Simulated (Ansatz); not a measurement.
# Co: the cost of one run

Computed with Ansatz 0.2.0 (DFT r2SCAN, scalar-relativistic, plane waves, PAW, unless a step's input says otherwise).

4 further runs of the same task are left out: 1 that didn't finish, 3 set aside as unsound or not needed.

**1. The starting structure**

Symmetry: P6_3/mmc, No. 194, hexagonal system. Conventional cell: a = 2.473 Å, b = 2.473 Å, c = 4.017 Å, α = 90.00°, β = 90.00°, γ = 120.00°. Around Co (site symmetry -6m2) lie 12 Co at 2.46 to 2.47 Å.

As a file:

```
Co
1.0
     2.47283    0.00000    0.00000
    -1.23641    2.14153    0.00000
     0.00000    0.00000    4.01653
Co
2
Direct
  0.33333 0.66667 0.25000
  0.66667 0.33333 0.75000
```

It is the result of an earlier relaxation at this level (volume 10.64 Å³/atom; gap on the mesh: none (metal), site moments up to 1.9 μB).

**2. Electronic structure at the relaxed geometry**

The input, input.yaml:

```yaml
crystal:
  lattice:
    - [2.4728254042, 0.0, 0.0]
    - [-1.2364127021, 2.1415296191, 0.0]
    - [0.0, 0.0, 4.0165253518]
  atoms:
    - { symbol: Co, position: [0.3333333333, 0.6666666667, 0.25], spin: 2.09 }
    - { symbol: Co, position: [0.6666666667, 0.3333333333, 0.75], spin: 2.09 }
basis:
  ecutwfc: 500
kpoints:
  mp_grid: { grid: [18, 18, 10] }
  band_path:
    path:
      - [[0.0, 0.0, 0.0], [0.5, 0.0, 0.0], [0.33333333, 0.33333333, 0.0], [0.0, 0.0, 0.0], [0.0, 0.0, 0.5], [0.5, 0.0, 0.5], [0.33333333, 0.33333333, 0.5], [0.0, 0.0, 0.5]]
      - [[0.5, 0.0, 0.5], [0.5, 0.0, 0.0]]
      - [[0.33333333, 0.33333333, 0.5], [0.33333333, 0.33333333, 0.0]]
    npoints: 14
hamiltonian:
  xc: r2scan
scf:
  occupations: { method: gaussian, width: 0.1 }
  n_extra_bands: 6
output:
  forces: true
  stress: true
  eigenvalues: true
  populations: true
  dos: { projected: true, de: 0.02, nscf_kmesh: { grid: [27, 27, 15] } }
  bader: true
  write_density: true
  write_potential: true
  elf: true
  volumetric_format: npy
magnetization:
  spin_polarized: true
checkpoint:
  read: start.run
  write: ck
  compress: false
  write_wavefunctions: false
  write_every: 100000
```

The run is started by

```bash
$ ansatz run input.yaml --threads 1 --pin off --max-ram 2560MiB --backend cpu --events-out ev --progress --plain --runs-dir out
```

Q: Estimate wall time and peak memory on 1 thread of Arm Neoverse V2, shared host.

About 57 s, with a peak of 0.57 GiB.
